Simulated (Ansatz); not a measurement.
# C₂H₂FGe radical: one species, many methods

The task here is to estimate one member of a computed series from the others.

Program: Ansatz 0.2.0, Gaussian basis. Level of theory: functionals in def2-TZVPP, the program's frozen cores in correlated methods. These are calculated values, not measurements.

Plan: LDA (SPW92), PBE-D4, revPBE-D4, BLYP-D4, r2SCAN-D4, B97M-V, PBE0-D4, B3LYP-D4, r2SCANh-D4, r2SCAN0-D4, HSE06-D4, BHLYP-D4, CAM-B3LYP-D4, LC-ωPBE, ωB97X-V, ωB97M-V, B2PLYP, PBE-QIDH; CCSD(T)/def2-SVP; CCSD(T)/def2-TZVPP; MP2/def2-QZVPP; extrapolation to the limit; RPA on PBE.

**The geometry**

All runs share one geometry, relaxed beforehand with PBE0-D4 in a triple-zeta def2 set.

SMILES `C#[C][GeH][F]`, 6 atoms, charge 0, spin multiplicity 2.

Atoms are counted from 1 here; the program's logs count them from 0.

Bond lengths: C1–C2 1.208 Å, C1–H5 1.066 Å, C2–Ge3 1.890 Å, Ge3–F4 1.742 Å, Ge3–H6 1.546 Å. Angles: C2–C1–H5 178.7°, C1–C2–Ge3 172.4°, C2–Ge3–F4 106.6°, C2–Ge3–H6 112.0°, F4–Ge3–H6 106.4°.

The first run:

Input file in.yaml:

```yaml
crystal:
  periodic: [false, false, false]
  atoms:
    - {symbol: C, position_ang: [-0.259194, 0.074461, -1.769035]}
    - {symbol: C, position_ang: [0.006214, 0.034613, -0.591381]}
    - {symbol: Ge, position_ang: [0.661110, -0.021081, 1.180413]}
    - {symbol: F, position_ang: [-0.021786, -1.442415, 1.919555]}
    - {symbol: H, position_ang: [-0.516871, 0.106982, -2.803313]}
    - {symbol: H, position_ang: [0.172526, 1.183439, 2.017560]}
basis:
  gaussian: {orbitals: def2-TZVPP}
magnetization: {spin_polarized: true, initial_magnetization: 1}
hamiltonian: {xc: lda}
output: {orbitals: {seedname: orbitals}}
```

Steps of the session up to this table: LDA; PBE-D4 (GGA); revPBE-D4 (GGA); BLYP-D4 (GGA); r2SCAN-D4 (meta-GGA); B97M-V (meta-GGA); PBE0-D4 (hybrid); B3LYP-D4 (hybrid); r2SCANh-D4 (hybrid); r2SCAN0-D4 (hybrid); HSE06-D4 (hybrid); BHLYP-D4 (hybrid); CAM-B3LYP-D4 (range-separated); LC-ωPBE-D4 (range-separated; the results give it without D4); ωB97X-V (range-separated); ωB97M-V (range-separated); B2PLYP (double hybrid); PBE-QIDH (double hybrid).

One of the session's tables, all rows but one given; the rest of the session is left out.

It belongs to the step «Frontier levels by functional». 

| functional | HOMO (eV) | LUMO (eV) | gap (eV) |
| --- | --- | --- | --- |
| LDA (SPW92) | -5.63 | -4.69 | 0.94 |
| PBE-D4 | -5.58 | -4.30 | 1.28 |
| revPBE-D4 | -5.55 | -4.15 | 1.40 |
| BLYP-D4 | -5.40 | -4.35 | 1.06 |
| r2SCAN-D4 | -5.98 | -3.94 | 2.04 |
| B97M-V | -5.78 | -4.42 | 1.36 |
| PBE0-D4 | -6.78 | -3.38 | 3.40 |
| B3LYP-D4 | ? | ? | ? |
| r2SCANh-D4 | -6.42 | -3.62 | 2.80 |
| r2SCAN0-D4 | -7.07 | -3.13 | 3.93 |
| HSE06-D4 | -6.39 | -3.76 | 2.63 |
| BHLYP-D4 | -7.80 | -2.58 | 5.22 |
| CAM-B3LYP-D4 | -8.02 | -2.50 | 5.53 |
| LC-ωPBE | -9.42 | -1.02 | 8.40 |
| ωB97X-V | -8.91 | -1.47 | 7.44 |
| ωB97M-V | -8.76 | -1.56 | 7.20 |

Estimate the missing values for B3LYP-D4.

Worked estimate for «HOMO (eV)». Against the share of exact exchange, BLYP-D4 (0, -5.40), BHLYP-D4 (0.5, -7.80) give a slope of -4.80 per unit share; at 0.2 the line stands at -6.36.

**Answer.** HOMO (eV): -6.51; LUMO (eV): -3.81; gap (eV): 2.71. In «HOMO (eV)» the line misses by +0.15.
